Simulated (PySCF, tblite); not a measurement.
# C₄H₁₂BN: geometry, infrared bands, NMR shifts, spin-spin couplings and electronic excitations

Aim: predict the infrared bands, NMR shifts, spin-spin couplings and electronic excitations of C₄H₁₂BN (`[NH3+][BH2-]C1CCC1`).

Programs: tblite 0.8.0 and PySCF 2.14.0, with density-fitted response routines of our own. Each step states its level of theory. These are calculated values for one molecule in the gas phase, unless marked as measured. Atoms count from 0, in the outputs and in this text.

## (1) The starting structure

18 atoms, charge 0, multiplicity 1; geometry from: force field or distance geometry start.

Bonds of the start (Å): N0–B1 1.54, B1–C2 1.60, C2–C3 1.53, C3–C4 1.53, C4–C5 1.52, C5–C2 1.53, N0–H6 1.05, N0–H7 1.04, N0–H8 1.04, B1–H9 1.19, B1–H10 1.20, C2–H11 1.11, C3–H12 1.10, C3–H13 1.12, C4–H14 1.10, C4–H15 1.11, C5–H16 1.11, C5–H17 1.12.

## (2) Relaxing the molecule with GFN2-xTB

What the job is given:

```
{"job": {"kind": "relax", "xc": "GFN2-xTB", "basis": "xTB"}, "charge": 0, "multiplicity": 1}
N      2.356200     0.486700    -0.117300
B      1.241300    -0.570500    -0.004900
C     -0.154300    -0.001600    -0.545000
C     -1.329700    -0.970700    -0.429200
C     -2.039600    -0.015400     0.527500
C     -0.880100     0.961300     0.402300
H      2.100700     1.329700     0.454400
H      2.466700     0.776400    -1.112100
H      3.254300     0.088300     0.231700
H      1.548100    -1.533900    -0.632700
H      1.134100    -0.910400     1.144400
H     -0.086500     0.414300    -1.575600
H     -1.881800    -1.108800    -1.369300
H     -1.071500    -1.941000     0.076100
H     -2.153300    -0.416000     1.549300
H     -2.982600     0.391800     0.100000
H     -1.168200     1.914300    -0.091000
H     -0.362300     1.111900     1.379800
```

Run with:

```sh
> OMP_NUM_THREADS=1 python probes_run.py task.json out
```

This one command runs all jobs of the session in turn.

**Question.** This job is followed by: GFN2-xTB harmonic vibrations, gas phase; PBE0-D3(BJ)/def2-SVP geometry optimisation, gas phase; GIAO PBE0/pcSseg-1 NMR shielding, non-relativistic, gas phase; B3LYP/pcJ-1 indirect spin-spin coupling, non-relativistic, gas phase; TDDFT B3LYP/def2-SVPD, vertical, gas phase, core orbitals frozen in the response; GIAO B97-2/pcSseg-1 NMR shielding, non-relativistic, gas phase. What will the session give for the following? strongest single infrared mode (GFN2-xTB); zero-point energy (GFN2-xTB); point group; rotational constants (main isotopes); 13C shifts against TMS (PBE0/pcSseg-1, means over atoms taken as alike); 1H shifts against TMS (PBE0/pcSseg-1, means over atoms taken as alike); 15N shifts against NH3 (PBE0/pcSseg-1); 11B shifts against BF3·OEt2 (PBE0/pcSseg-1); largest coupling of the table (B3LYP/pcJ-1); lowest singlet (B3LYP/def2-SVPD); brightest single state of those computed; lowest triplet; vertical ionisation energy (ΔSCF); range of the shift of B1.

As calculated:

```
                                                               quantity                                         value
                              strongest single infrared mode (GFN2-xTB)                         2450 cm⁻¹, 278 km/mol
                                           zero-point energy (GFN2-xTB)                                100.3 kcal/mol
                                                            point group                                            C1
                                   rotational constants (main isotopes)                          6.83, 2.21, 1.96 GHz
13C shifts against TMS (PBE0/pcSseg-1, means over atoms taken as alike)                          26.7, 26.0, 22.5 ppm
 1H shifts against TMS (PBE0/pcSseg-1, means over atoms taken as alike)  2.50, 2.29, 2.28, 2.13, 1.73, 1.32, 1.11 ppm
                                 15N shifts against NH3 (PBE0/pcSseg-1)                                      43.5 ppm
                            11B shifts against BF3·OEt2 (PBE0/pcSseg-1)                                     -16.6 ppm
                            largest coupling of the table (B3LYP/pcJ-1)                      1J(C,H) C4–H15, 140.7 Hz
                                       lowest singlet (B3LYP/def2-SVPD)                   5.49 eV (226 nm), f = 0.002
                               brightest single state of those computed                   state 7, 7.17 eV, f = 0.018
                                                         lowest triplet                                       5.44 eV
                                      vertical ionisation energy (ΔSCF)                                       8.99 eV
                                               range of the shift of B1                            -16.6 to -15.4 ppm
```

**Reading.** Over 76 steps the energy fell by 0.334 eV; of the close pairs, N0–B1 changed most, 1.541 to 1.656 Å (GFN2-xTB). The lowest mode is imaginary (56i cm⁻¹), so the xTB geometry is not a minimum. The strongest single mode, at 2450 cm⁻¹, moves mainly H9 and H10. Unscaled tight-binding wavenumbers are off by several per cent, some by more. Its intensities can rank the bands wrongly. Relaxing lowered the energy by 0.121 eV in 15 steps; the close pair that moved most is B1–H10, from 1.191 to 1.230 Å (PBE0/def2-SVP). No frequency check was run at this level, so the end point may be a saddle. At PBE0/pcSseg-1: The widest tensor belongs to C4: span 34 ppm, with a paramagnetic part of -88 ppm. Of the pairs tabulated at B3LYP/pcJ-1, C4–H15 couples most strongly (140.7 Hz; Fermi contact 139.1 Hz). Couplings across rotatable bonds belong to this one conformer; where others are populated, the observed values are averages, and the simulated multiplets take (2 J gauche + J anti)/3 across rotating chain bonds. The lowest singlet, at 5.49 eV, is HOMO→LUMO 0.99 and is weak; of the 10 states computed, the strongest absorption comes from states 7 to 9 together at 7.17 eV. The lowest triplet lies 0.06 eV below the lowest singlet (triplets in Tamm-Dancoff, singlets in full TDDFT). The orbital energy would give 6.89 eV for ionisation, ΔSCF gives 8.99 eV. In ppm, B1 moves most: its shift spreads over 1.2 ppm, from -16.6 (PBE0/pcSseg-1) to -15.4 (B97-2/pcSseg-1). Most of that comes from the computed reference, not from the atom's own shielding.
